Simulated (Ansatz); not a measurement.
# C3H10OSi2: vertical ionisation energy

The task here is to estimate one member of a computed series from the others.

Program: Ansatz 0.2.0, Gaussian basis. Level of theory: unrestricted cation, the program's frozen cores in correlated methods. These are calculated values, not measurements.

Plan: UKS PBE-D4/def2-TZVPP; UKS r2SCAN-D4/def2-TZVPP; UKS PBE0-D4/def2-TZVPP; UKS B3LYP-D4/def2-TZVPP; UKS wB97X-V/def2-TZVPP; UKS wB97M-V/def2-TZVPP; UKS B2PLYP/def2-TZVPP; UHF-MP2/def2-TZVPP; UHF-MP2/def2-QZVPP; then −ε(HOMO) from the neutral's earlier runs with LDA (SPW92), PBE-D4, revPBE-D4, BLYP-D4, r2SCAN-D4, B97M-V, PBE0-D4, B3LYP-D4, r2SCANh-D4, r2SCAN0-D4, HSE06-D4, BHLYP-D4, CAM-B3LYP-D4, LC-ωPBE, ωB97X-V, ωB97M-V.

1 further run of the same task is left out (it didn't finish).

**Structure used throughout**

All runs share one geometry, relaxed beforehand with PBE0-D4 in a triple-zeta def2 set.

SMILES `C=C[SiH](C)O[SiH3]`, 16 atoms, charge 0, spin multiplicity 1.

Atoms are counted from 1 here; the program's logs count them from 0.

Bond lengths: C1–C2 1.330 Å, C1–H7 1.087 Å, C1–H8 1.087 Å, C2–Si3 1.857 Å, C2–H9 1.090 Å, Si3–C4 1.858 Å, Si3–O5 1.642 Å, Si3–H10 1.492 Å, C4–H11 1.093 Å, C4–H12 1.093 Å, C4–H13 1.092 Å, O5–Si6 1.631 Å, Si6–H14 1.487 Å, Si6–H15 1.487 Å, Si6–H16 1.484 Å. Angles: C2–C1–H7 121.6°, C2–C1–H8 122.4°, H7–C1–H8 116.1°, C1–C2–Si3 123.5°, C1–C2–H9 117.9°, Si3–C2–H9 118.6°, C2–Si3–C4 111.5°, C2–Si3–O5 108.9°, C2–Si3–H10 109.0°, C4–Si3–O5 108.9°, C4–Si3–H10 109.7°, O5–Si3–H10 108.8°, Si3–C4–H11 110.6°, Si3–C4–H12 110.6°, Si3–C4–H13 110.9°, H11–C4–H12 108.1°, H11–C4–H13 108.5°, H12–C4–H13 108.1° and more.

Set-up of the first run:

The input, in.yaml:

```yaml
crystal:
  periodic: [false, false, false]
  atoms:
    - {symbol: C, position_ang: [-0.779534, 2.168823, 0.361528]}
    - {symbol: C, position_ang: [-0.603608, 1.475248, -0.759894]}
    - {symbol: Si, position_ang: [0.066070, -0.256380, -0.798677]}
    - {symbol: C, position_ang: [-1.182315, -1.454167, -1.477183]}
    - {symbol: O, position_ang: [0.460675, -0.709604, 0.729311]}
    - {symbol: Si, position_ang: [1.637630, -0.689005, 1.858799]}
    - {symbol: H, position_ang: [-0.533822, 1.750497, 1.333703]}
    - {symbol: H, position_ang: [-1.175694, 3.180565, 0.363601]}
    - {symbol: H, position_ang: [-0.870101, 1.952840, -1.703093]}
    - {symbol: H, position_ang: [1.297767, -0.282875, -1.640408]}
    - {symbol: H, position_ang: [-2.077966, -1.471339, -0.851740]}
    - {symbol: H, position_ang: [-1.479895, -1.166788, -2.489364]}
    - {symbol: H, position_ang: [-0.770342, -2.465059, -1.519379]}
    - {symbol: H, position_ang: [2.956711, -0.395349, 1.237220]}
    - {symbol: H, position_ang: [1.340546, 0.354481, 2.875171]}
    - {symbol: H, position_ang: [1.690977, -2.014492, 2.524807]}
basis:
  gaussian: {orbitals: def2-TZVPP}
total_charge: 1
magnetization: {spin_polarized: true, initial_magnetization: 1}
hamiltonian: {xc: pbe, dispersion: d4}
```

Among the steps run: Cation, UKS PBE-D4/def2-TZVPP; Cation, UKS r2SCAN-D4/def2-TZVPP; Cation, UKS PBE0-D4/def2-TZVPP; Cation, UKS B3LYP-D4/def2-TZVPP; Cation, UKS wB97X-V/def2-TZVPP; Cation, UKS wB97M-V/def2-TZVPP; Cation, UKS B2PLYP (frozen core)/def2-TZVPP; Cation, UHF-MP2/def2-TZVPP; Cation, UHF-MP2/def2-QZVPP.

One table of the session follows, with a row left open; its other results are not shown here.

It belongs to the step «Ionisation energies side by side». For comparison, −ε(HOMO) of the neutral from earlier runs:

```
  functional  −ε(HOMO) (eV)
 LDA (SPW92)           6.88
      PBE-D4           6.73
   revPBE-D4           6.67
     BLYP-D4           6.57
   r2SCAN-D4           6.96
      B97M-V           7.00
     PBE0-D4           7.87
    B3LYP-D4           7.64
  r2SCANh-D4           7.39
  r2SCAN0-D4           8.03
    HSE06-D4           7.47
    BHLYP-D4           8.83
CAM-B3LYP-D4           9.20
     LC-ωPBE              ?
     ωB97X-V          10.22
     ωB97M-V          10.11
```

**Question.** Estimate the row for LC-ωPBE.

**Answer.** −ε(HOMO) (eV): 10.61. In the column «−ε(HOMO) (eV)» it is the highest.

To keep in mind: The cation may have settled in a state other than its lowest; no search over hole states beyond the program's own was made.
